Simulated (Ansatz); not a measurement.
# C2H5FSi (SMILES C=C[SiH2]F): a rigid scan of the bond length Si3–H8

An exercise on one series of results from a longer session: the logs are not shown, and one member is left open.

Method: single points in def2-TZVPP; program: Ansatz 0.2.0, Gaussian basis.

Levels: PBE-D4, r2SCAN-D4, PBE0-D4, B3LYP-D4, wB97M-V, Hartree-Fock, MP2, CCSD, CCSD(T). The scan takes 1.217, 1.280, 1.371, 1.478, 1.597, 1.724, 1.860, 2.003, 2.152 Å.

Correlated methods freeze the cores. B3LYP uses VWN-RPA correlation.

21 further runs of the same task are left out: 21 set aside as unsound or not needed.

## The starting structure

SMILES `C=C[SiH2]F`, 9 atoms, charge 0, spin multiplicity 1.

Atoms are counted from 1 here; the program's logs count them from 0.

Bond lengths: C1–C2 1.284 Å, C1–H5 1.137 Å, C1–H6 1.075 Å, C2–Si3 1.813 Å, C2–H7 1.102 Å, Si3–F4 1.700 Å, Si3–H8 1.449 Å, Si3–H9 1.437 Å. Angles: C2–C1–H5 120.6°, C2–C1–H6 128.2°, H5–C1–H6 111.1°, C1–C2–Si3 124.7°, C1–C2–H7 122.7°, Si3–C2–H7 112.6°, C2–Si3–F4 107.8°, C2–Si3–H8 112.8°, C2–Si3–H9 111.8°, F4–Si3–H8 107.3°, F4–Si3–H9 105.8°, H8–Si3–H9 110.9°.

As a file:

```xyz
9
charge 0, multiplicity 1
C    -1.38120    0.61920   -0.17560
C    -0.18470    0.57050    0.28910
Si    1.00130   -0.75870   -0.04950
F     2.44690   -0.38640    0.76480
H    -2.05850    1.50140    0.06040
H    -1.86190   -0.06810   -0.84840
H     0.22970    1.34970    0.94950
H     0.55280   -2.04840    0.43580
H     1.34410   -0.82540   -1.44320
```

Set-up of the first run:

The input, pre/in.yaml:

```yaml
crystal:
  periodic: [false, false, false]
  atoms:
    - {symbol: C, position_ang: [-1.381200, 0.619200, -0.175600]}
    - {symbol: C, position_ang: [-0.184700, 0.570500, 0.289100]}
    - {symbol: Si, position_ang: [1.001300, -0.758700, -0.049500]}
    - {symbol: F, position_ang: [2.446900, -0.386400, 0.764800]}
    - {symbol: H, position_ang: [-2.058500, 1.501400, 0.060400]}
    - {symbol: H, position_ang: [-1.861900, -0.068100, -0.848400]}
    - {symbol: H, position_ang: [0.229700, 1.349700, 0.949500]}
    - {symbol: H, position_ang: [0.552800, -2.048400, 0.435800]}
    - {symbol: H, position_ang: [1.344100, -0.825400, -1.443200]}
basis:
  gaussian: {orbitals: def2-SVP}
hamiltonian: {xc: pbe, dispersion: d4}
relax: {f_tol: 0.03, max_steps: 250}
```

The command line of these runs was not kept.

Steps of the session up to this table: A first relaxation in a small basis; Relaxation at PBE0-D4; The minimum at every level; Si3–H8 = 1.217 Å; Si3–H8 = 1.280 Å; Si3–H8 = 1.371 Å; Si3–H8 = 1.478 Å; Si3–H8 = 1.597 Å; Si3–H8 = 1.724 Å; Si3–H8 = 1.860 Å; Si3–H8 = 2.003 Å; Si3–H8 = 2.152 Å.

One table of the session follows, with a row left open; its other results are not shown here.

It belongs to the step «The curves». Energies less that of the minimum at the same level (kcal/mol):

| bond length (Å) | PBE-D4 | PBE0-D4 | B3LYP-D4 | wB97M-V | Hartree-Fock |
| --- | --- | --- | --- | --- | --- |
| 1.217 | 23.2 | 22.3 | 21.5 | 21.1 | 21.5 |
| 1.280 | 12.4 | 11.7 | 11.1 | 10.8 | 10.9 |
| 1.371 | 3.5 | 3.1 | 2.8 | 2.6 | 2.6 |
| 1.478 | 0.0 | 0.0 | 0.0 | 0.0 | 0.0 |
| 1.484 (minimum) | 0.0 | 0.0 | 0.0 | 0.0 | 0.0 |
| 1.597 | ? | ? | ? | ? | ? |
| 1.724 | 7.2 | 8.4 | 8.5 | 9.5 | 10.4 |
| 1.860 | 15.3 | 17.4 | 17.2 | 19.0 | 20.8 |
| 2.003 | 25.2 | 28.2 | 27.8 | 30.2 | 33.1 |
| 2.152 | 35.7 | 39.7 | 39.1 | 42.1 | 46.2 |

Q: Estimate the row for bond length (Å) = 1.597 from the others.

As computed: PBE-D4: 1.7; PBE0-D4: 2.2; B3LYP-D4: 2.4; wB97M-V: 2.7; Hartree-Fock: 3.0.

To keep in mind: A polynomial through the near points puts the CCSD(T) minimum 0.008 Å below the PBE0-D4 value.
